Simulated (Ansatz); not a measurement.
## C₂H₃Te, SMILES C=C[Te]: vertical spin-state energies

Computed with the Ansatz DFT code, driven from Python.

Contents of `c2h3te.xyz`:
```text
6

C    -0.39720    0.11720   -0.59630
C     0.27040    0.11200    0.50390
Te    1.20330   -1.67630    1.07810
H    -0.47760   -0.70470   -1.23580
H    -0.93200    1.07520   -0.91860
H     0.37530    1.01260    1.12240
```

The script, `spin_c2h3te.py`:
```python
# -*- coding: utf-8 -*-
import ansatz as az

c2h3te = az.Crystal.molecule_from_extxyz("c2h3te.xyz")

calc = (
    c2h3te.calculation()
    .basis(gaussian="def2-SVP")
    .functional("pbe0")
)
found = {}
for unpaired in [1, 3]:
    r = calc.spin("collinear", total=unpaired).run().report
    s = unpaired / 2
    found[unpaired] = r["free_energy_ev"]
    print(f"2S+1 = {unpaired + 1}: E = {found[unpaired]:.5f} eV, <S^2> = {abs(r['mean_field']['state']['spin_squared']):.3f} (pure state {s * (s + 1):.2f})")
lowest = min(found, key=found.get)
for unpaired, e in found.items():
    print(f"multiplicity {unpaired + 1}: {(e - found[lowest]):.3f} eV above the lowest")
```

```console
$ python spin_c2h3te.py
2S+1 = 2: E = -9410.41425 eV, <S^2> = 0.759 (pure state 0.75)
2S+1 = 4: E = -9406.49357 eV, <S^2> = 3.755 (pure state 3.75)
multiplicity 2: 0.000 eV above the lowest
multiplicity 4: 3.921 eV above the lowest
```

In order: multiplicity 2 (+0.00 eV) and multiplicity 4 (+3.92 eV), all at the one geometry.

Total energies depend on the basis set; only differences at equal settings carry meaning. The geometry is a force-field or estimated start, not a minimum of this method, and the basis set is short of its limit. All parts are taken at fixed geometry, without zero-point energy. def2 sets replace the cores of elements past krypton by effective core potentials. The run takes the species as open-shell (spin multiplicity 2), which needn't be its ground state. Spin-orbit coupling, which mixes and shifts the spin states of heavy atoms, is left out. Finished in 20 s on 1 thread of Arm Neoverse V1 (shared host), peak memory 0.23 GiB.
